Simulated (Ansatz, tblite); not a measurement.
**[Cu(SiH3)2]- (CuSi₂H₆−): one state, many levels**

The task here is to estimate one member of a computed series from the others.

The runs use Ansatz 0.2.0, Gaussian basis; as each input shows.

The runs, in order: GFN1-xTB, GFN2-xTB, PBE-D4/def2-TZVPD, r2SCAN-D4/def2-TZVPD, ωB97X-V/def2-TZVPD, B3LYP-D4/def2-TZVPD, LDA/def2-TZVPD, PBE-QIDH/def2-TZVPD, B97M-V/def2-TZVPD, revPBE-D4/def2-TZVPD, ωB97M-V/def2-TZVPD, PBE-D4/def2-SVPD, PBE0-D4/def2-SVPD, HF/STO-3G, CCSD(T)/def2-TZVPPD, MP2/def2-TZVPD, RPA/def2-TZVPD.

## The structure

The singlet was relaxed beforehand with PBE0-D4/def2-SVPD.

9 atoms, charge -1, spin multiplicity 1.

Bond lengths: Cu1–Si2 2.329 Å, Cu1–Si6 2.329 Å, Si2–H3 1.524 Å, Si2–H4 1.524 Å, Si2–H5 1.524 Å, Si6–H7 1.524 Å, Si6–H8 1.524 Å, Si6–H9 1.524 Å. Angles: Si2–Cu1–Si6 179.3°, Cu1–Si2–H3 117.3°, Cu1–Si2–H4 117.3°, Cu1–Si2–H5 117.8°, H3–Si2–H4 100.3°, H3–Si2–H5 100.4°, H4–Si2–H5 100.4°, Cu1–Si6–H7 117.7°, Cu1–Si6–H8 117.6°, Cu1–Si6–H9 117.2°, H7–Si6–H8 100.4°, H7–Si6–H9 100.4°, H8–Si6–H9 100.4°.

Formally the metal is d10. No spin-orbit coupling is included. The ion is computed in the gas phase, without counter-ions or solvent.

PBE0-D4/def2-TZVPD was run before; its log isn't repeated, and its numbers join the tables.

The first run:

Tight binding, by tblite at 300 K electronic temperature and without a spin-polarisation term:

```python
tblite.interface.Calculator('GFN1-xTB', numbers, positions, charge=-1, uhf=0).singlepoint()
```

Tight binding, by tblite at 300 K electronic temperature and without a spin-polarisation term:

```python
tblite.interface.Calculator('GFN2-xTB', numbers, positions, charge=-1, uhf=0).singlepoint()
```

start.molden holds the orbitals of an earlier run on this state, given as this run's starting guess.

in.yaml

```yaml
crystal:
  periodic: [false, false, false]
  atoms:
    - {symbol: Cu, position_ang: [0.006553, 0.017275, 0.000149]}
    - {symbol: Si, position_ang: [-0.000054, -0.011494, 2.328746]}
    - {symbol: H, position_ang: [0.874660, -1.051636, 3.018383]}
    - {symbol: H, position_ang: [-1.332190, -0.271644, 3.021793]}
    - {symbol: H, position_ang: [0.446972, 1.250374, 3.057083]}
    - {symbol: Si, position_ang: [0.002855, 0.019083, -2.328701]}
    - {symbol: H, position_ang: [1.301552, 0.382486, -3.038510]}
    - {symbol: H, position_ang: [-0.967597, 0.959593, -3.033125]}
    - {symbol: H, position_ang: [-0.332750, -1.294025, -3.025810]}
basis:
  gaussian: {orbitals: def2-TZVPD, initial_orbitals: start.molden}
total_charge: -1
hamiltonian: {xc: pbe, dispersion: d4}
scf: {omitted_lower_state_checks: [starts]}
output: {forces: true, orbitals: {seedname: orbitals}}
```

Command:

```
$ ansatz run in.yaml --threads 4 --pin off --events-out ev --progress --plain --max-ram 3916MiB
```

Among the steps run: PBE-D4/def2-TZVPD; r2SCAN-D4/def2-TZVPD; ωB97X-V/def2-TZVPD; B3LYP-D4/def2-TZVPD; LDA/def2-TZVPD; PBE-QIDH/def2-TZVPD; B97M-V/def2-TZVPD; revPBE-D4/def2-TZVPD; ωB97M-V/def2-TZVPD; PBE-D4/def2-SVPD; PBE0-D4/def2-SVPD; HF/STO-3G; CCSD(T)/def2-TZVPPD; MP2/def2-TZVPD; RPA/def2-TZVPD.

One table of the session follows, with a row left open; its other results are not shown here.

It belongs to the step «Levels side by side». 

```
               level  LUMO (eV)  gap (eV)
           HF/STO-3G       8.79      6.55
      LDA/def2-TZVPD       2.54      3.62
    PBE-D4/def2-SVPD       2.78      3.70
   PBE-D4/def2-TZVPD       2.67      3.63
revPBE-D4/def2-TZVPD       2.72      3.63
r2SCAN-D4/def2-TZVPD       2.90      4.01
   B97M-V/def2-TZVPD       2.60      3.86
 B3LYP-D4/def2-TZVPD       3.13      4.77
   PBE0-D4/def2-SVPD       3.44      5.24
  PBE0-D4/def2-TZVPD          ?         ?
  ωB97X-V/def2-TZVPD       4.68      8.64
  ωB97M-V/def2-TZVPD       4.22      8.03
```

**Question.** Estimate the row for PBE0-D4/def2-TZVPD.

**Answer.** LUMO (eV): 3.31; gap (eV): 5.14. In the column «LUMO (eV)» it lies between B3LYP-D4/def2-TZVPD (3.13) and PBE0-D4/def2-SVPD (3.44).

To keep in mind: The anion's highest level is positive in at least one run, so there the basis alone may hold the extra electron.
